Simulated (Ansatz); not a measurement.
# BrFH₅NSi₂: a ladder of functionals and wavefunction methods

The task here is to estimate one member of a computed series from the others.

Program: Ansatz 0.2.0, Gaussian basis. Level of theory: functionals in def2-TZVPP, the program's frozen cores in correlated methods. These are calculated values, not measurements.

The runs, in order: PBE-D4, r2SCAN-D4, PBE0-D4, B3LYP-D4, ωB97X-V, ωB97M-V, B2PLYP; CCSD(T)/def2-TZVPP; MP2/def2-QZVPP; extrapolation to the limit.

**Structure used throughout**

The geometry comes from an earlier relaxation with PBE0-D4 in a triple-zeta def2 set; it is a stationary point, not always the lowest conformer.

SMILES `F[SiH](Br)N[SiH3]`, 10 atoms, charge 0, spin multiplicity 1.

Atoms are counted from 1 here; the program's logs count them from 0.

Bond lengths: F1–Si2 1.591 Å, Si2–Br3 2.208 Å, Si2–N4 1.695 Å, Si2–H6 1.471 Å, N4–Si5 1.737 Å, N4–H7 1.011 Å, Si5–H8 1.486 Å, Si5–H9 1.486 Å, Si5–H10 1.483 Å. Angles: F1–Si2–Br3 105.6°, F1–Si2–N4 112.7°, F1–Si2–H6 107.3°, Br3–Si2–N4 109.4°, Br3–Si2–H6 111.0°, N4–Si2–H6 110.6°, Si2–N4–Si5 127.8°, Si2–N4–H7 115.8°, Si5–N4–H7 116.4°, N4–Si5–H8 111.4°, N4–Si5–H9 110.8°, N4–Si5–H10 106.5°, H8–Si5–H9 108.2°, H8–Si5–H10 109.8°, H9–Si5–H10 110.1°.

Set-up of the first run:

Contents of in.yaml:

```yaml
crystal:
  periodic: [false, false, false]
  atoms:
    - {symbol: F, position_ang: [-1.304708, 0.213194, 2.200399]}
    - {symbol: Si, position_ang: [0.106510, 0.106610, 1.472444]}
    - {symbol: Br, position_ang: [1.447779, 1.471400, 2.574120]}
    - {symbol: N, position_ang: [0.040131, 0.573356, -0.155173]}
    - {symbol: Si, position_ang: [-0.170082, -0.445248, -1.546254]}
    - {symbol: H, position_ang: [0.557308, -1.288316, 1.593689]}
    - {symbol: H, position_ang: [0.092719, 1.568252, -0.329765]}
    - {symbol: H, position_ang: [-1.437224, -0.136872, -2.258182]}
    - {symbol: H, position_ang: [0.953542, -0.272635, -2.502600]}
    - {symbol: H, position_ang: [-0.202874, -1.841041, -1.045579]}
basis:
  gaussian: {orbitals: def2-TZVPP}
hamiltonian: {xc: pbe, dispersion: d4}
output: {forces: true, orbitals: {seedname: orbitals}}
```

Command:

```
$ ansatz run in.yaml --threads 4 --pin off --events-out ev --progress --plain --max-ram 10444MiB
```

Among the steps run: PBE-D4 (GGA); r2SCAN-D4 (meta-GGA); PBE0-D4 (hybrid); B3LYP-D4 (hybrid); ωB97X-V (range-separated); ωB97M-V (range-separated); B2PLYP (double hybrid); CCSD(T) in def2-TZVPP; MP2 in def2-QZVPP.

One of the session's tables, all rows but one given; the rest of the session is left out.

```
            method  atomisation energy (eV)
            PBE-D4                   35.036
         r2SCAN-D4                   34.994
           PBE0-D4                   34.620
          B3LYP-D4                   34.934
           ωB97X-V                   35.310
           ωB97M-V                   35.147
            B2PLYP                   34.590
     HF/def2-TZVPP                   25.770
    MP2/def2-TZVPP                   34.659
   CCSD/def2-TZVPP                   33.627
CCSD(T)/def2-TZVPP                   34.088
           MP2/CBS                   35.852
       CCSD(T)/CBS                        ?
```

Estimate the missing values for CCSD(T)/CBS.

The run gave: atomisation energy (eV): 35.281. In the column «atomisation energy (eV)» it lies between ωB97M-V (35.147) and ωB97X-V (35.310).
